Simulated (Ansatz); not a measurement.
# Al: a surface, (100), 5 layers

Aim: cut a slab of Al (100), 5 layers from the relaxed bulk, relax it, and get surface energy and work function. The runs shown use LAPW, norm-conserving and crystal datasets. Companion runs by PAW are cited. Its runs: bulk in the slab's orientation (LAPW); the reference run (LAPW, norm-conserving and crystal datasets); atoms relaxed (LAPW); vacuum of 7 Å (LAPW); Si in place of Al in the outer layer (LAPW); Si in place of Al in the middle layer (LAPW).

Computed with Ansatz 0.2.0 (DFT PBE, with the methods named in each step, unless a step's input says otherwise).

### Step 1. The structure to begin with

The structure is cubic, space group Fm-3m (No. 225). Conventional cell: a = 4.041 Å, b = 4.041 Å, c = 4.041 Å, α = 90.00°, β = 90.00°, γ = 90.00°. Al (site symmetry m-3m) has 12 Al at 2.86 Å as nearest neighbours.

Coordinates:

```xyz
2
Lattice="2.0205 2.0205 0.0000 -2.0205 2.0205 0.0000 0.0000 0.0000 4.0411" Properties=species:S:1:pos:R:3 pbc="T T T"
Al    0.0000    0.0000    0.0000
Al    0.0000    2.0205    2.0205
```

Atoms are numbered in the order of the input: Al1, Al2.

### Step 2. Bulk in the slab's orientation, LAPW

File input.yaml:

```yaml
crystal:
  lattice:
    - [2.020547281, 2.020547281, 0.0]
    - [-2.020547281, 2.020547281, 0.0]
    - [0.0, 0.0, 4.041094562]
  atoms:
    - { symbol: Al, position: [0.0, 0.0, 0.0] }
    - { symbol: Al, position: [0.5, 0.5, 0.5] }
kpoints:
  mp_grid: { grid: [14, 14, 10] }
scf:
  occupations: { method: fermi_dirac, width: 0.08 }
hamiltonian:
  xc: pbe
  pseudopotentials: { kind: all_electron, lapw: { basis_error: 0.001 } }
output:
  forces: true
  stress: true
  eigenvalues: true
```

On the command line:

```
> ansatz run input.yaml --threads 2 --pin off --max-ram 4096MiB --backend cpu --events-out ev --progress --plain --runs-dir out
```

After this run come: Slab as cut, LAPW; Atoms relaxed, LAPW; Vacuum of 7 Å, LAPW; Slab as cut, norm-conserving; Slab as cut, crystal datasets; Si in place of Al in the outer layer, LAPW; Si in place of Al in the middle layer, LAPW.

**Question.** What will these runs give? Wanted: surface energy; work function; outer layer spacing; surface core-level shift by Z+1 (for each run or level that gives them).

The runs gave:

```
                                      quantity                               value
                surface energy (LAPW, relaxed)                           0.92 J/m²
                 work function (LAPW, relaxed)                             4.29 eV
                    outer layer spacing (LAPW)                       2.02 → 2.05 Å
        surface core-level shift by Z+1 (LAPW)                            -0.09 eV
      work function (norm-conserving, relaxed)                             4.29 eV
     work function (crystal datasets, relaxed)                             4.29 eV
                 surface energy (PAW, relaxed)                           0.92 J/m²
                  work function (PAW, relaxed)                             4.29 eV
                     outer layer spacing (PAW)                       2.02 → 2.05 Å
         surface core-level shift by Z+1 (PAW)                            -0.09 eV
core-level shifts among the layers (PAW holes)  Al1 +0.00, Al2 +0.03, Al3 +0.04 eV
```

**Reading.** By LAPW the surface costs 0.92 J/m² as cut and 0.92 J/m² relaxed. The outermost spacing changes by +1.6 % (LAPW). Vacuum of 7 Å moves the work function by -0.26 eV (LAPW). Putting the next element in the outer rather than the middle layer costs -0.09 eV (LAPW); in the Z+1 picture that is the binding energy at the surface less that inside. The outermost spacing changes by +1.6 % (PAW). Vacuum of 7 Å moves the work function by -0.45 eV (PAW). Thickness wasn't converged, and no reconstruction was sought. The program warned that the vacuum holds more density than its bound, so energies and levels may be slightly off.
